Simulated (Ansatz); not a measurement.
BaSr₃, space group Fm-3m, a check of PAW against all-electron LAPW

Computed with Ansatz 0.2.0, Python API.

The script reads `POSCAR_basr3`:
```text
BaSr3
1.0
   0.00000000    4.87502878    4.87502878
   4.87502878    0.00000000    4.87502878
   4.87502878    4.87502878    0.00000000
Ba Sr
1 3
Direct
   0.00000000    0.00000000    0.00000000
   0.25000000    0.25000000    0.25000000
   0.75000000    0.75000000    0.75000000
   0.50000000    0.50000000    0.50000000
```

The cells in order, each with its output:

```python
import ansatz as az
from ase.io import read
import numpy as np
```

```python
def count_gap(report):
    # lowest empty less highest filled band, counting bands; zero where they overlap
    return max(report.get("gap_by_band_count_ev") or 0.0, 0.0)
```

```python
atoms = read("POSCAR_basr3", format="vasp")
basr3 = az.Crystal.from_ase(atoms)
```

```python
basr3.resolved().sites[-1]
```

    Site(symbol='Sr', position=(0.5, 0.5, 0.5), moment=None, axis=None, held=None, saved=None)

```python
model = (
    basr3.calculation()
    .kpoints(4, 4, 4)
    .occupations("Fermi-Dirac")
    .functional("lda")
    .stress()
    .forces()
    .band_table()
)
variants = {
    "PAW": model.pseudopotentials("paw"),
    "LAPW": model.pseudopotentials("all_electron", lapw=True),
}
# totals differ by the cores that each treatment holds, so compare what does not depend on them
rows = []
for label, variant in variants.items():
    report = variant.run(threads=1).report
    levels = np.array(report["eigenvalues_ev"][0]) - report["fermi_energy_ev"]
    print(label, "levels at the first k-point near E_F:", np.round(levels[np.abs(levels) < 5], 3))
    rows.append((label, report["n_electrons"], np.trace(report["stress_gpa"]) / 3, count_gap(report)))
print("     treatment  electrons in bands           P GPa  gap by band count eV")
for row in rows:
    print(f"{str(row[0]):>14s}  {row[1]:18.1f}  {row[2]:14.3f}  {row[3]:20.3f}")
```

    DeckWarning: basis.ecutwfc = 420 eV, auto-derived from the records' recommended cutoffs: set by Ba (normal level)
    PAW levels at the first k-point near E_F: [-3.418 -0.234 -0.234  0.145  0.145  0.145  0.599  0.599  0.599  2.138
      2.138  2.138]
    LAPW levels at the first k-point near E_F: [-3.417 -0.235 -0.235  0.145  0.145  0.145  0.599  0.599  0.599  2.137
      2.137  2.137  2.378]
         treatment  electrons in bands           P GPa  gap by band count eV
               PAW                40.0          -1.606                 0.000
              LAPW                86.0          -1.607                 0.000

PAW gives -1.606 GPa and LAPW -1.607 GPa, 0.000 GPa apart. They took 3.6 and 10.7 s of processor time.

Caveats:
- The computed bands are complete only to about 1.2 eV above the Fermi level.
- The mesh is modest for a metal, so energies can be off by several to tens of meV an atom and pressures by half a GPa or more; differences at equal mesh fare better.
- A gap by band count of zero or less means overlapping bands, a metal.
- The structure comes from a database of computed cells and needn't be a stable or known phase.
- Levels are Kohn-Sham eigenvalues on this mesh, without spin-orbit coupling.
- Warnings are shown shortened and without file and line.
- Pressure is positive in compression; the treatments may keep other shells as core, so totals and counts of electrons can differ.
- The whole script took 16 s on 1 thread of Arm Neoverse V1, on a shared host, peak memory 0.52 GiB.
